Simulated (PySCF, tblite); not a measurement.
# C4H13FGeSi2: geometry, infrared bands and NMR shifts

Aim: predict the infrared bands and NMR shifts of C4H13FGeSi2 (`F[C@H]1[CH2][Ge@@H]([SiH2]C[SiH3])[CH2]1`).

Computed with tblite 0.8.0 and PySCF 2.14.0, with density-fitted response routines of our own, on a single molecule in the gas phase. Atoms count from 0, in the outputs and in this text.

### Step 1. Starting geometry

21 atoms, charge 0, multiplicity 1; geometry from: force field or distance geometry start.

Bonds of the start (Å): F0–C1 1.36, C1–C2 1.54, C2–Ge3 1.96, Ge3–Si4 2.26, Si4–C5 1.84, C5–Si6 1.88, Ge3–C7 1.91, C7–C1 1.53, C1–H8 1.10, C2–H9 1.12, C2–H10 1.09, Ge3–H11 1.53, Si4–H12 1.48, Si4–H13 1.49, C5–H14 1.12, C5–H15 1.09, Si6–H16 1.47, Si6–H17 1.46, Si6–H18 1.48, C7–H19 1.11, C7–H20 1.10.

### Step 2. Geometry optimisation with GFN2-xTB

What the job is given:

```
{"job": {"kind": "relax", "xc": "GFN2-xTB", "basis": "xTB"}, "charge": 0, "multiplicity": 1}
F     -3.919100    -0.614300    -1.234300
C     -2.909600     0.222300    -0.889600
C     -2.431400     0.128200     0.568900
Ge    -0.851300     1.097500    -0.055700
Si     1.068500     0.742300     1.081500
C      1.866300    -0.904600     0.877200
Si     3.328700    -0.687000    -0.280900
C     -1.497200    -0.248200    -1.255200
H     -3.003800     1.284600    -1.146200
H     -3.122200     0.732800     1.205400
H     -2.262600    -0.882900     0.950200
H     -1.220900     2.518200    -0.476100
H      0.835900     0.949000     2.532500
H      2.065100     1.762600     0.658200
H      2.321300    -1.151800     1.873200
H      1.200300    -1.719400     0.600000
H      3.504500     0.751800    -0.502500
H      3.051800    -1.438200    -1.505200
H      4.582100    -1.178200     0.342900
H     -1.314800    -0.049500    -2.336200
H     -1.300700    -1.298300    -1.008600
```

Run with:

```sh
OMP_NUM_THREADS=1 python probes_run.py task.json out
```

This one command runs all jobs of the session in turn.

**Question.** This job is followed by: GFN2-xTB harmonic vibrations, gas phase; GIAO PBE0/pcSseg-1 NMR shielding, non-relativistic, gas phase. Predict these results of the whole session: strongest single infrared mode (GFN2-xTB); zero-point energy (GFN2-xTB); 13C shifts against TMS (PBE0/pcSseg-1, means over atoms taken as alike); 1H shifts against TMS (PBE0/pcSseg-1, means over atoms taken as alike); 19F shifts against CFCl3 (PBE0/pcSseg-1); 73Ge shifts against GeMe4 (PBE0/pcSseg-1); 29Si shifts against TMS (PBE0/pcSseg-1).

The runs gave:

| quantity | value |
| --- | --- |
| strongest single infrared mode (GFN2-xTB) | 1802 cm⁻¹, 590 km/mol |
| zero-point energy (GFN2-xTB) | 92.0 kcal/mol |
| 13C shifts against TMS (PBE0/pcSseg-1, means over atoms taken as alike) | 90.2, 29.0, -15.1 ppm |
| 1H shifts against TMS (PBE0/pcSseg-1, means over atoms taken as alike) | 5.11, 4.33, 4.30, 3.94, 2.18, 1.89, 0.06 ppm |
| 19F shifts against CFCl3 (PBE0/pcSseg-1) | -147.1 ppm |
| 73Ge shifts against GeMe4 (PBE0/pcSseg-1) | -251 ppm |
| 29Si shifts against TMS (PBE0/pcSseg-1) | -65.6, -73.1 ppm |

The optimisation took 196 steps and gained 1.722 eV; among the close pairs (by a distance rule), Ge3–Si4 changed most, from 2.259 to 2.372 Å. All 57 modes are real, so the xTB geometry is a minimum. The strongest single mode, at 1802 cm⁻¹, moves mainly H11. GFN2-xTB is a fitted tight-binding method: band positions and strengths are rough. Its intensities can rank the bands wrongly. The most deshielded carbon is C1 (sp3 CH bonded to F), at 90.2 ppm: pulled downfield by the heteroatom. The most deshielded hydrogen is H8 (hydrogen on an sp3 CH bonded to F), at 5.11 ppm: its carbon carries F, which withdraws density. At PBE0/pcSseg-1: The widest tensor belongs to Ge3: span 235 ppm, with a paramagnetic part of -1176 ppm. Spin-orbit coupling is left out, which matters for shieldings and couplings at and beside the heavy atoms.
